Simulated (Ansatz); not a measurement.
# CH₆F₂O₂Si₂: one species, many methods

The task here is to estimate one member of a computed series from the others.

Method: functionals in def2-TZVPP, the program's frozen cores in correlated methods; program: Ansatz 0.2.0, Gaussian basis.

Plan: LDA (SPW92), PBE-D4, revPBE-D4, BLYP-D4, r2SCAN-D4, B97M-V, PBE0-D4, B3LYP-D4, r2SCANh-D4, r2SCAN0-D4, HSE06-D4, BHLYP-D4, CAM-B3LYP-D4, LC-ωPBE, ωB97X-V, ωB97M-V, B2PLYP, PBE-QIDH; CCSD(T)/def2-SVP; CCSD(T)/def2-TZVPP; MP2/def2-QZVPP; extrapolation to the limit; RPA on PBE.

### The geometry

An earlier PBE0-D4 in a triple-zeta def2 set relaxation fixed the geometry.

SMILES `O[SiH](O)C[SiH](F)F`, 13 atoms, charge 0, spin multiplicity 1.

Atoms are counted from 1 here; the program's logs count them from 0.

Bond lengths: O1–Si2 1.635 Å, O1–H8 0.959 Å, Si2–O3 1.646 Å, Si2–C4 1.863 Å, Si2–H9 1.487 Å, O3–H10 0.959 Å, C4–Si5 1.838 Å, C4–H11 1.095 Å, C4–H12 1.096 Å, Si5–F6 1.590 Å, Si5–F7 1.599 Å, Si5–H13 1.475 Å. Angles: Si2–O1–H8 117.6°, O1–Si2–O3 107.7°, O1–Si2–C4 106.1°, O1–Si2–H9 112.1°, O3–Si2–C4 111.8°, O3–Si2–H9 108.7°, C4–Si2–H9 110.3°, Si2–O3–H10 117.2°, Si2–C4–Si5 113.5°, Si2–C4–H11 109.3°, Si2–C4–H12 108.5°, Si5–C4–H11 109.5°, Si5–C4–H12 108.5°, H11–C4–H12 107.3°, C4–Si5–F6 111.1°, C4–Si5–F7 109.1°, C4–Si5–H13 115.0°, F6–Si5–F7 105.9° and more.

As a file:

```mol
CH6F2O2Si2
  3D, bonds by distance, orders not assigned

 13 12  0  0  0  0  0  0  0  0999 V2000
   -1.0324    0.3499    2.3139 O   0  0
   -0.5376   -0.4716    0.9894 Si  0  0
    0.9739   -1.0493    1.2931 O   0  0
   -0.5414    0.7556   -0.4125 C   0  0
    0.7854    0.4592   -1.6492 Si  0  0
    0.3906    1.0630   -3.0666 F   0  0
    0.9507   -1.1152   -1.8734 F   0  0
   -0.9860   -0.1007    3.1586 H   0  0
   -1.4326   -1.6172    0.6754 H   0  0
    1.2680   -1.8013    0.7756 H   0  0
   -1.5170    0.7340   -0.9098 H   0  0
   -0.4097    1.7603    0.0049 H   0  0
    2.1085    0.9985   -1.2847 H   0  0
  1  2  8  0
  2  3  8  0
  2  4  8  0
  4  5  8  0
  5  6  8  0
  5  7  8  0
  1  8  8  0
  2  9  8  0
  3 10  8  0
  4 11  8  0
  4 12  8  0
  5 13  8  0
M  END
```

Set-up of the first run:

in.yaml

```yaml
crystal:
  periodic: [false, false, false]
  atoms:
    - {symbol: O, position_ang: [-1.032357, 0.349896, 2.313891]}
    - {symbol: Si, position_ang: [-0.537575, -0.471584, 0.989423]}
    - {symbol: O, position_ang: [0.973894, -1.049281, 1.293072]}
    - {symbol: C, position_ang: [-0.541366, 0.755631, -0.412521]}
    - {symbol: Si, position_ang: [0.785396, 0.459243, -1.649214]}
    - {symbol: F, position_ang: [0.390599, 1.062950, -3.066557]}
    - {symbol: F, position_ang: [0.950673, -1.115248, -1.873418]}
    - {symbol: H, position_ang: [-0.985960, -0.100678, 3.158635]}
    - {symbol: H, position_ang: [-1.432589, -1.617234, 0.675446]}
    - {symbol: H, position_ang: [1.267988, -1.801273, 0.775582]}
    - {symbol: H, position_ang: [-1.516985, 0.734046, -0.909785]}
    - {symbol: H, position_ang: [-0.409703, 1.760308, 0.004918]}
    - {symbol: H, position_ang: [2.108481, 0.998524, -1.284674]}
basis:
  gaussian: {orbitals: def2-TZVPP}
hamiltonian: {xc: lda}
output: {orbitals: {seedname: orbitals}}
```

Steps of the session up to this table: LDA; PBE-D4 (GGA); revPBE-D4 (GGA); BLYP-D4 (GGA); r2SCAN-D4 (meta-GGA); B97M-V (meta-GGA); PBE0-D4 (hybrid); B3LYP-D4 (hybrid); r2SCANh-D4 (hybrid); r2SCAN0-D4 (hybrid); HSE06-D4 (hybrid); BHLYP-D4 (hybrid); CAM-B3LYP-D4 (range-separated); LC-ωPBE (range-separated); ωB97X-V (range-separated); ωB97M-V (range-separated); B2PLYP (double hybrid); PBE-QIDH (double hybrid).

One of the session's tables, all rows but one given; the rest of the session is left out.

It belongs to the step «Frontier levels by functional». 

| functional | HOMO (eV) | LUMO (eV) | gap (eV) |
| --- | --- | --- | --- |
| LDA (SPW92) | -7.27 | -0.68 | 6.59 |
| PBE-D4 | -7.15 | -0.39 | 6.75 |
| revPBE-D4 | -7.09 | -0.26 | 6.83 |
| BLYP-D4 | -7.07 | -0.32 | 6.75 |
| r2SCAN-D4 | -7.50 | 0.09 | 7.59 |
| B97M-V | -7.60 | -0.15 | 7.45 |
| PBE0-D4 | -8.62 | 0.49 | 9.10 |
| B3LYP-D4 | -8.41 | 0.20 | 8.61 |
| r2SCANh-D4 | -8.04 | 0.37 | 8.42 |
| r2SCAN0-D4 | -8.85 | 0.79 | 9.64 |
| HSE06-D4 | -8.21 | 0.11 | 8.33 |
| BHLYP-D4 | -10.01 | 1.24 | 11.25 |
| CAM-B3LYP-D4 | -10.05 | 1.36 | 11.41 |
| LC-ωPBE | -11.38 | 2.65 | 14.02 |
| ωB97X-V | ? | ? | ? |
| ωB97M-V | -10.89 | 2.05 | 12.94 |

**Question.** Estimate the row for ωB97X-V.

The run gave: HOMO (eV): -11.04; LUMO (eV): 2.46; gap (eV): 13.51. In the column «HOMO (eV)» it lies between LC-ωPBE (-11.38) and ωB97M-V (-10.89).
